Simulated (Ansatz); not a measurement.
# La: the cost of one run

Program: Ansatz 0.2.0. Level of theory: DFT r2SCAN, scalar-relativistic, plane waves, PAW. These are calculated values, not measurements.

3 further runs of the same task are left out: 1 that didn't finish, 2 set aside as unsound or not needed.

## 1. The starting structure

Symmetry: P6_3/mmc, No. 194, hexagonal system. The conventional cell has a = 3.783 Å, b = 3.783 Å, c = 12.039 Å, α = 90.00°, β = 90.00°, γ = 120.00°. La (site symmetry -3m) has 12 La at 3.72 to 3.78 Å as nearest neighbours. La (site symmetry -6m2) has 12 La at 3.72 to 3.78 Å as nearest neighbours.

Structure file:

```
La
1.0
     3.78255    0.00000    0.00000
    -1.89127    3.27578    0.00000
     0.00000    0.00000   12.03865
La
4
Direct
  0.00000 0.00000 0.00000
  0.00000 0.00000 0.50000
  0.33333 0.66667 0.25000
  0.66667 0.33333 0.75000
```

It is the result of an earlier relaxation at this level (volume 37.29 Å³/atom; gap on the mesh: none (metal)).

## 2. Bulk reference on the slab's mesh

The input, input.yaml:

```yaml
crystal:
  lattice:
    - [3.7825490763, 0.0, 0.0]
    - [-1.8912745382, 3.2757835912, 0.0]
    - [0.0, 0.0, 12.0386484865]
  atoms:
    - { symbol: La, position: [0.0, 0.0, 0.0] }
    - { symbol: La, position: [0.0, 0.0, 0.5] }
    - { symbol: La, position: [0.3333333333, 0.6666666667, 0.25] }
    - { symbol: La, position: [0.6666666667, 0.3333333333, 0.75] }
basis:
  ecutwfc: 500
kpoints:
  mp_grid: { grid: [9, 9, 3] }
hamiltonian:
  xc: r2scan
scf:
  occupations: { method: gaussian, width: 0.1 }
output:
  forces: true
  stress: true
  eigenvalues: true
  write_density: true
  write_potential: true
  elf: true
  volumetric_format: npy
```

On the command line:

```bash
> ansatz run input.yaml --threads 8 --pin off --max-ram 14336MiB --backend cpu --events-out ev --progress --plain --runs-dir out
```

What time and memory should one allow on 8 threads of Intel Xeon 6975P-C (Granite Rapids), shared host?

About 1.9 s, with a peak of 1.1 GiB.
